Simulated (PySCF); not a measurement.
# [Gd(H2O)2]3+: other functionals and bases at one geometry

How far do other levels of theory move the description of [Gd(H2O)2]3+, and what does each cost? The species was built from a template and needn't be a known compound.

Program: PySCF 2.14.0. Level of theory: several levels, as the steps say, no spin–orbit coupling. These are calculated values, not measurements.

2 further runs of the same task are left out: 2 for a known fault of the program.

**1. The system as given**

7 atoms, charge 3, spin multiplicity 1.

Bond lengths: Gd1–O2 2.245 Å, Gd1–O5 2.245 Å, O2–H3 1.007 Å, O2–H4 1.006 Å, O5–H6 1.007 Å, O5–H7 1.006 Å. Angles: O2–Gd1–O5 111.4°, Gd1–O2–H3 127.8°, Gd1–O2–H4 129.6°, H3–O2–H4 102.5°, Gd1–O5–H6 127.9°, Gd1–O5–H7 129.4°, H6–O5–H7 102.6°.

Coordinates:

| atom | x (Å) | y (Å) | z (Å) |
| --- | --- | --- | --- |
| Gd1 | 1.09272 | -0.07542 | 0.00302 |
| O2 | -0.17140 | 0.06289 | 1.85262 |
| H3 | 0.08672 | 0.43835 | 2.75058 |
| H4 | -1.11225 | -0.25658 | 2.01189 |
| O5 | -0.16770 | -0.03736 | -1.85408 |
| H6 | 0.07912 | -0.35682 | -2.77666 |
| H7 | -1.09912 | 0.31917 | -1.98737 |

Formal oxidation states: Gd +3. Each metal's 7 4f electrons lie in its core potential, so multiplicities, spins and levels count the valence alone. An earlier session relaxed this geometry at BP86, Gd lcecp-1-SVP with ECP53, O def2-SVP, H def2-SVP (singlet, point group C1).

At BP86 on the finer grid: E = -187.501468 Eh, HOMO -24.75 eV, LUMO -19.54 eV, Mulliken charge on Gd1 +2.14 e, largest force component 0.015 eV/Å. 

Levels to run: B3LYP; revPBE; HF; TPSS; BP86, TZVP; PBE0, SVP. Hardware: 2 threads of Intel Xeon 6975P-C (Granite Rapids), shared host.

**2. B3LYP**

The input, run.py (the lines that set the calculation):

```python
mol = gto.M(atom='''
Gd     1.09272    -0.07542     0.00302
O     -0.17140     0.06289     1.85262
H      0.08672     0.43835     2.75058
H     -1.11225    -0.25658     2.01189
O     -0.16770    -0.03736    -1.85408
H      0.07912    -0.35682    -2.77666
H     -1.09912     0.31917    -1.98737''',
    basis={'Gd': 'lcecp-1-SVP', 'O': 'def2-SVP', 'H': 'def2-SVP'},
    ecp={'Gd': 'lcecp-1-SVP'},
    charge=3, spin=0)
mf = dft.RKS(mol, xc='B3LYP')
mf.grids.atom_grid = (75, 302)  # f atoms: unpruned, at least (60, 302)
mf = mf.density_fit()  # fitting sets: Gd AutoAux, O def2-universal-JKFIT, H def2-universal-JKFIT
mf.conv_tol = 1e-08; mf.max_cycle = 55
mf.kernel(dm0)  # dm0: the density of the relaxed state
```

On the command line:

```console
$ OMP_NUM_THREADS=2 python run.py
```

The program printed:

```text
init E= -187.459467052053
  HOMO = -0.966171260160644  LUMO = -0.687728984513446  gap/eV = 7.57680
cycle= 1 E= -187.459964629468  delta_E= -0.000498  |g|= 0.0669  |ddm|= 0.138
  HOMO = -0.945475352334256  LUMO = -0.698004260460153  gap/eV = 6.73403
cycle= 2 E= -187.458221282151  delta_E= 0.00174  |g|= 0.118  |ddm|= 0.127
  HOMO = -0.958614027366136  LUMO = -0.695146580573999  gap/eV = 7.16931
cycle= 3 E= -187.460890528685  delta_E= -0.00267  |g|= 0.00237  |ddm|= 0.0741
  HOMO = -0.958545823272975  LUMO = -0.694295485137577  gap/eV = 7.19062
cycle= 4 E= -187.460892412956  delta_E= -1.88e-06  |g|= 0.000343  |ddm|= 0.0039
  HOMO = -0.958554085815915  LUMO = -0.694329372936148  gap/eV = 7.18992
cycle= 5 E= -187.460892436362  delta_E= -2.34e-08  |g|= 0.000105  |ddm|= 0.000311
  HOMO = -0.958548528578519  LUMO = -0.694344050366798  gap/eV = 7.18937
cycle= 6 E= -187.460892438074  delta_E= -1.71e-09  |g|= 7.04e-05  |ddm|= 0.000133
  HOMO = -0.958546944012943  LUMO = -0.694347127278885  gap/eV = 7.18924
Extra cycle  E= -187.460892436343  delta_E= 1.73e-09  |g|= 0.00012  |ddm|= 0.000114
converged SCF energy = -187.460892436343
```

Wall time 3.6 s (2 threads of Intel Xeon 6975P-C (Granite Rapids), shared host).

It gives: E = -187.460892 Eh, HOMO -26.08 eV, LUMO -18.89 eV, Mulliken charge on Gd1 +2.21 e, largest force component 0.408 eV/Å. 

**3. revPBE**

Changes to run.py (the lines that set the calculation) since step 2:

```diff
@@ -11,3 +11,3 @@
     charge=3, spin=0)
-mf = dft.RKS(mol, xc='B3LYP')
+mf = dft.RKS(mol, xc='PBE_R,PBE')
 mf.grids.atom_grid = (75, 302)  # f atoms: unpruned, at least (60, 302)
```

On the command line:

```console
$ OMP_NUM_THREADS=2 python run.py
```

The program printed:

```text
init E= -187.437583285505
  HOMO = -0.902685115959136  LUMO = -0.715415165965246  gap/eV = 5.09587
cycle= 1 E= -187.437808637356  delta_E= -0.000225  |g|= 0.0143  |ddm|= 0.0581
  HOMO = -0.906522200217692  LUMO = -0.715882307208519  gap/eV = 5.18758
cycle= 2 E= -187.437701386686  delta_E= 0.000107  |g|= 0.0277  |ddm|= 0.0257
  HOMO = -0.903674770438354  LUMO = -0.715999836928804  gap/eV = 5.10690
cycle= 3 E= -187.437846112773  delta_E= -0.000145  |g|= 0.00252  |ddm|= 0.0188
  HOMO = -0.903841868956106  LUMO = -0.715668037114165  gap/eV = 5.12047
cycle= 4 E= -187.437847897565  delta_E= -1.78e-06  |g|= 0.00032  |ddm|= 0.00296
  HOMO = -0.903842880020977  LUMO = -0.715729378331221  gap/eV = 5.11883
cycle= 5 E= -187.437847925591  delta_E= -2.8e-08  |g|= 3.51e-05  |ddm|= 0.000455
  HOMO = -0.903841569305506  LUMO = -0.715727412493323  gap/eV = 5.11885
cycle= 6 E= -187.437847925627  delta_E= -3.54e-11  |g|= 3.43e-05  |ddm|= 4.6e-05
  HOMO = -0.903840911729575  LUMO = -0.715726431972398  gap/eV = 5.11886
Extra cycle  E= -187.437847924727  delta_E= 8.99e-10  |g|= 7.59e-05  |ddm|= 7.13e-05
converged SCF energy = -187.437847924727
```

It took 3.6 s on 2 threads of Intel Xeon 6975P-C (Granite Rapids), shared host.

It gives: E = -187.437848 Eh, HOMO -24.59 eV, LUMO -19.48 eV, Mulliken charge on Gd1 +2.14 e, largest force component 0.198 eV/Å. 

**4. HF**

Changes to run.py (the lines that set the calculation) since step 3:

```diff
@@ -11,4 +11,3 @@
     charge=3, spin=0)
-mf = dft.RKS(mol, xc='PBE_R,PBE')
-mf.grids.atom_grid = (75, 302)  # f atoms: unpruned, at least (60, 302)
+mf = scf.RHF(mol)
 mf = mf.density_fit()  # fitting sets: Gd AutoAux, O def2-universal-JKFIT, H def2-universal-JKFIT
```

On the command line:

```console
$ OMP_NUM_THREADS=2 python run.py
```

The program printed:

```text
init E= -186.281960188641
  HOMO = -1.14706819357567  LUMO = -0.53668785186197  gap/eV = 16.60930
cycle= 1 E= -186.31177724101  delta_E= -0.0298  |g|= 0.0655  |ddm|= 0.431
  HOMO = -1.13391615206638  LUMO = -0.553456143295321  gap/eV = 15.79512
cycle= 2 E= -186.313116979058  delta_E= -0.00134  |g|= 0.0189  |ddm|= 0.0853
  HOMO = -1.1400982896451  LUMO = -0.553827539411587  gap/eV = 15.95324
cycle= 3 E= -186.31325986539  delta_E= -0.000143  |g|= 0.0113  |ddm|= 0.0238
  HOMO = -1.13778808731476  LUMO = -0.554331755735956  gap/eV = 15.87666
cycle= 4 E= -186.313293791883  delta_E= -3.39e-05  |g|= 0.00166  |ddm|= 0.0109
  HOMO = -1.13807049696165  LUMO = -0.554598717863702  gap/eV = 15.87708
cycle= 5 E= -186.313296230116  delta_E= -2.44e-06  |g|= 0.000393  |ddm|= 0.00363
  HOMO = -1.13815790006537  LUMO = -0.55456382558312  gap/eV = 15.88040
cycle= 6 E= -186.313296348382  delta_E= -1.18e-07  |g|= 8.19e-05  |ddm|= 0.000793
  HOMO = -1.13817547890596  LUMO = -0.55456239554635  gap/eV = 15.88092
cycle= 7 E= -186.313296352234  delta_E= -3.85e-09  |g|= 1.3e-05  |ddm|= 0.000132
  HOMO = -1.13817494888905  LUMO = -0.554562417356292  gap/eV = 15.88091
Extra cycle  E= -186.313296352314  delta_E= -8.02e-11  |g|= 4.83e-06  |ddm|= 1.47e-05
converged SCF energy = -186.313296352314
```

It took 1.1 s on 2 threads of Intel Xeon 6975P-C (Granite Rapids), shared host.

Result: E = -186.313296 Eh, HOMO -30.97 eV, LUMO -15.09 eV, Mulliken charge on Gd1 +2.46 e, largest force component 1.805 eV/Å. 

**5. TPSS**

Changes to run.py (the lines that set the calculation) since step 4:

```diff
@@ -11,3 +11,4 @@
     charge=3, spin=0)
-mf = scf.RHF(mol)
+mf = dft.RKS(mol, xc='TPSS')
+mf.grids.atom_grid = (75, 302)  # f atoms: unpruned, at least (60, 302)
 mf = mf.density_fit()  # fitting sets: Gd AutoAux, O def2-universal-JKFIT, H def2-universal-JKFIT
```

On the command line:

```console
$ OMP_NUM_THREADS=2 python run.py
```

The program printed:

```text
init E= -187.466612025426
  HOMO = -0.911218007561595  LUMO = -0.706922899672467  gap/eV = 5.55915
cycle= 1 E= -187.466804323694  delta_E= -0.000192  |g|= 0.0314  |ddm|= 0.076
  HOMO = -0.901065697572553  LUMO = -0.711075089435916  gap/eV = 5.16991
cycle= 2 E= -187.466026442798  delta_E= 0.000778  |g|= 0.0696  |ddm|= 0.0763
  HOMO = -0.907682488015561  LUMO = -0.709327110837946  gap/eV = 5.39752
cycle= 3 E= -187.467033213045  delta_E= -0.00101  |g|= 0.00193  |ddm|= 0.0477
  HOMO = -0.907716246002604  LUMO = -0.70885426714206  gap/eV = 5.41131
cycle= 4 E= -187.467034677523  delta_E= -1.46e-06  |g|= 0.000217  |ddm|= 0.00294
  HOMO = -0.907739941190184  LUMO = -0.70885254504634  gap/eV = 5.41200
cycle= 5 E= -187.467034685231  delta_E= -7.71e-09  |g|= 8.12e-05  |ddm|= 0.000185
  HOMO = -0.907738526248052  LUMO = -0.7088568595634  gap/eV = 5.41185
Extra cycle  E= -187.467034681214  delta_E= 4.02e-09  |g|= 0.000165  |ddm|= 0.000162
converged SCF energy = -187.467034681214
```

Run time: 4.6 s. Hardware: 2 threads of Intel Xeon 6975P-C (Granite Rapids), shared host.

Read off: E = -187.467035 Eh, HOMO -24.70 eV, LUMO -19.29 eV, Mulliken charge on Gd1 +2.18 e, largest force component 0.157 eV/Å. 

**6. BP86, TZVP**

Basis: Gd lcecp-1-TZVP with ECP53, O def2-TZVP, H def2-TZVP. 

The input, run.py (the lines that set the calculation):

```python
mol = gto.M(atom='''
Gd     1.09272    -0.07542     0.00302
O     -0.17140     0.06289     1.85262
H      0.08672     0.43835     2.75058
H     -1.11225    -0.25658     2.01189
O     -0.16770    -0.03736    -1.85408
H      0.07912    -0.35682    -2.77666
H     -1.09912     0.31917    -1.98737''',
    basis={'Gd': 'lcecp-1-TZVP', 'O': 'def2-TZVP', 'H': 'def2-TZVP'},
    ecp={'Gd': 'lcecp-1-TZVP'},
    charge=3, spin=0)
mf = dft.RKS(mol, xc='B88,P86')
mf.grids.atom_grid = (75, 302)  # f atoms: unpruned, at least (60, 302)
mf = mf.density_fit()  # fitting sets: Gd AutoAux, O def2-universal-JKFIT, H def2-universal-JKFIT
mf.conv_tol = 1e-08; mf.max_cycle = 55
mf.kernel(dm0)  # dm0: free metal ions and neutral atoms
```

On the command line:

```console
$ OMP_NUM_THREADS=2 python run.py
```

The program printed:

```text
init E= -178.513436449221
  HOMO = -1.56239354410283  LUMO = -0.784995604962325  gap/eV = 21.15408
cycle= 1 E= -184.968162872327  delta_E= -6.45  |g|= 4.32  |ddm|= 2.27
  HOMO = -0.683754529865804  LUMO = -0.677755213509058  gap/eV = 0.16325
cycle= 2 E= -163.605338049012  delta_E= 21.4  |g|= 7.13  |ddm|= 6.24
  HOMO = -0.998768964732846  LUMO = -0.693873489735997  gap/eV = 8.29663
cycle= 3 E= -187.058193820173  delta_E= -23.5  |g|= 1.42  |ddm|= 6.45
  HOMO = -0.942171352286132  LUMO = -0.753752789212812  gap/eV = 5.12713
cycle= 4 E= -187.650705560771  delta_E= -0.593  |g|= 0.401  |ddm|= 2.29
  HOMO = -0.896577144770275  LUMO = -0.717296095706284  gap/eV = 4.87849
cycle= 5 E= -187.679349986949  delta_E= -0.0286  |g|= 0.171  |ddm|= 0.465
  HOMO = -0.906466380033677  LUMO = -0.713631391376269  gap/eV = 5.24731
cycle= 6 E= -187.684919320063  delta_E= -0.00557  |g|= 0.0365  |ddm|= 0.125
  HOMO = -0.909660527668864  LUMO = -0.717011466932447  gap/eV = 5.24225
cycle= 7 E= -187.685173364442  delta_E= -0.000254  |g|= 0.013  |ddm|= 0.0309
  HOMO = -0.910050985627154  LUMO = -0.716840349694424  gap/eV = 5.25753
cycle= 8 E= -187.685183810854  delta_E= -1.04e-05  |g|= 0.0107  |ddm|= 0.0102
  HOMO = -0.910207683226158  LUMO = -0.716616736559066  gap/eV = 5.26788
cycle= 9 E= -187.685204184305  delta_E= -2.04e-05  |g|= 0.00057  |ddm|= 0.00511
  HOMO = -0.910162644032652  LUMO = -0.716619270775054  gap/eV = 5.26658
cycle= 10 E= -187.685204247647  delta_E= -6.33e-08  |g|= 0.000157  |ddm|= 0.000511
  HOMO = -0.910175393191369  LUMO = -0.716625398720655  gap/eV = 5.26676
cycle= 11 E= -187.685204251731  delta_E= -4.08e-09  |g|= 2.31e-05  |ddm|= 6.43e-05
  HOMO = -0.910181655916634  LUMO = -0.716623638427934  gap/eV = 5.26698
Extra cycle  E= -187.685204251428  delta_E= 3.03e-10  |g|= 4.7e-05  |ddm|= 3.51e-05
converged SCF energy = -187.685204251428
```

It took 9.8 s on 2 threads of Intel Xeon 6975P-C (Granite Rapids), shared host.

It gives: E = -187.685204 Eh, HOMO -24.77 eV, LUMO -19.50 eV, Mulliken charge on Gd1 +2.34 e, largest force component 0.267 eV/Å. 

**7. PBE0, SVP**

Basis: Gd def2-SVP with ECP28, O def2-SVP, H def2-SVP. The 4f electrons are now in the valence.

The input, run.py (the lines that set the calculation):

```python
mol = gto.M(atom='''
Gd     1.09272    -0.07542     0.00302
O     -0.17140     0.06289     1.85262
H      0.08672     0.43835     2.75058
H     -1.11225    -0.25658     2.01189
O     -0.16770    -0.03736    -1.85408
H      0.07912    -0.35682    -2.77666
H     -1.09912     0.31917    -1.98737''',
    basis={'Gd': 'def2-SVP', 'O': 'def2-SVP', 'H': 'def2-SVP'},
    ecp={'Gd': 'def2-SVP'},
    charge=3, spin=7)
mf = dft.UKS(mol, xc='PBE0')
mf.grids.atom_grid = (75, 302)  # f atoms: unpruned, at least (60, 302)
mf = mf.density_fit()  # fitting sets: Gd def2-universal-JKFIT, O def2-universal-JKFIT, H def2-universal-JKFIT
mf.conv_tol = 1e-08; mf.max_cycle = 55
mf.kernel(dm0)  # dm0: free metal ions and neutral atoms
```

On the command line:

```console
$ OMP_NUM_THREADS=2 python run.py
```

The program printed:

```text
init E= -916.571634873381
  HOMO = -1.10430739062  LUMO = -0.942242545817  gap/eV = 4.41001
cycle= 1 E= -916.743224250524  delta_E= -0.172  |g|= 0.731  |ddm|= 1.53
  HOMO = -0.817421036755  LUMO = -0.634344746207  gap/eV = 4.98176
cycle= 2 E= -916.631341787861  delta_E= 0.112  |g|= 0.944  |ddm|= 0.947
  HOMO = -0.989200119632  LUMO = -0.669436632995  gap/eV = 8.70121
cycle= 3 E= -916.937111702301  delta_E= -0.306  |g|= 0.14  |ddm|= 0.586
  HOMO = -0.970335777886  LUMO = -0.720853104895  gap/eV = 6.78877
cycle= 4 E= -916.944558940727  delta_E= -0.00745  |g|= 0.0785  |ddm|= 0.133
  HOMO = -0.971939186846  LUMO = -0.711408274414  gap/eV = 7.08941
cycle= 5 E= -916.945196467909  delta_E= -0.000638  |g|= 0.00714  |ddm|= 0.0295
  HOMO = -0.971587446287  LUMO = -0.711497272295  gap/eV = 7.07741
cycle= 6 E= -916.945264051642  delta_E= -6.76e-05  |g|= 0.0107  |ddm|= 0.0137
  HOMO = -0.971423969192  LUMO = -0.711728198443  gap/eV = 7.06668
cycle= 7 E= -916.945177492631  delta_E= 8.66e-05  |g|= 0.00559  |ddm|= 0.0188
  HOMO = -0.971601678273  LUMO = -0.711634506071  gap/eV = 7.07407
cycle= 8 E= -916.945158085266  delta_E= 1.94e-05  |g|= 0.00203  |ddm|= 0.0129
  HOMO = -0.971717959802  LUMO = -0.711534524448  gap/eV = 7.07995
cycle= 9 E= -916.945158805063  delta_E= -7.2e-07  |g|= 0.000648  |ddm|= 0.00283
  HOMO = -0.971742188279  LUMO = -0.711544252027  gap/eV = 7.08035
cycle= 10 E= -916.945159385862  delta_E= -5.81e-07  |g|= 0.000285  |ddm|= 0.00221
  HOMO = -0.971731572372  LUMO = -0.711550765591  gap/eV = 7.07988
cycle= 11 E= -916.945159459299  delta_E= -7.34e-08  |g|= 0.000152  |ddm|= 0.0007
  HOMO = -0.971725323039  LUMO = -0.711556246805  gap/eV = 7.07956
cycle= 12 E= -916.945159472925  delta_E= -1.36e-08  |g|= 7.49e-05  |ddm|= 0.000238
  HOMO = -0.971723421253  LUMO = -0.711556829691  gap/eV = 7.07949
cycle= 13 E= -916.94515947631  delta_E= -3.38e-09  |g|= 1.64e-05  |ddm|= 0.000136
  HOMO = -0.971726499899  LUMO = -0.711552482086  gap/eV = 7.07970
Extra cycle  E= -916.945159476289  delta_E= 2.02e-11  |g|= 2.76e-05  |ddm|= 2.28e-05
converged SCF energy = -916.945159476289  <S^2> = 15.758116  2S+1 = 8.0020288
```

Wall time 20 s (2 threads of Intel Xeon 6975P-C (Granite Rapids), shared host).

Read off: E = -916.945159 Eh, HOMO -26.44 eV, LUMO -19.72 eV (over both spins), ⟨S²⟩ = 15.758, Mulliken charge on Gd1 +2.28 e, largest force component 0.693 eV/Å. 

**8. Results**

| level | state | HOMO (eV) | gap (eV) | charge on Gd1 (e) | dipole (D) | largest force (eV/Å) | basis functions | time |
| --- | --- | --- | --- | --- | --- | --- | --- | --- |
| BP86 (relaxed here) | singlet | -24.75 | 5.21 | 2.14 | 3.40 | 0.01 | 81 | 8.9 s |
| B3LYP | singlet | -26.08 | 7.19 | 2.21 | 3.15 | 0.41 | 81 | 3.6 s |
| revPBE | singlet | -24.59 | 5.12 | 2.14 | 3.37 | 0.20 | 81 | 3.6 s |
| HF | singlet | -30.97 | 15.88 | 2.46 | 2.45 | 1.81 | 81 | 1.1 s |
| TPSS | singlet | -24.70 | 5.41 | 2.18 | 3.30 | 0.16 | 81 | 4.6 s |
| BP86, TZVP | singlet | -24.77 | 5.27 | 2.34 | 3.38 | 0.27 | 133 | 9.8 s |
| PBE0, SVP | octet | -26.44 | 6.72 | 2.28 | 3.34 | 0.69 | 126 | 20 s |

Times are on 2 threads of Intel Xeon 6975P-C (Granite Rapids), shared host; the first row also made further properties. The dipole of a charged species depends on the origin, so these sizes hold for this origin alone.

In one basis the HOMO–LUMO gap runs from 5.12 eV (revPBE) to 15.88 eV (HF). The largest leftover force, 1.81 eV/Å with HF, stands at a geometry relaxed at another level. The Mulliken charge on Gd spans +2.14 to +2.46 e over the levels. With 4f in the core, its levels are missing from HOMO and gap. Total energies of different levels can't be compared. Spin–orbit coupling is left out throughout.
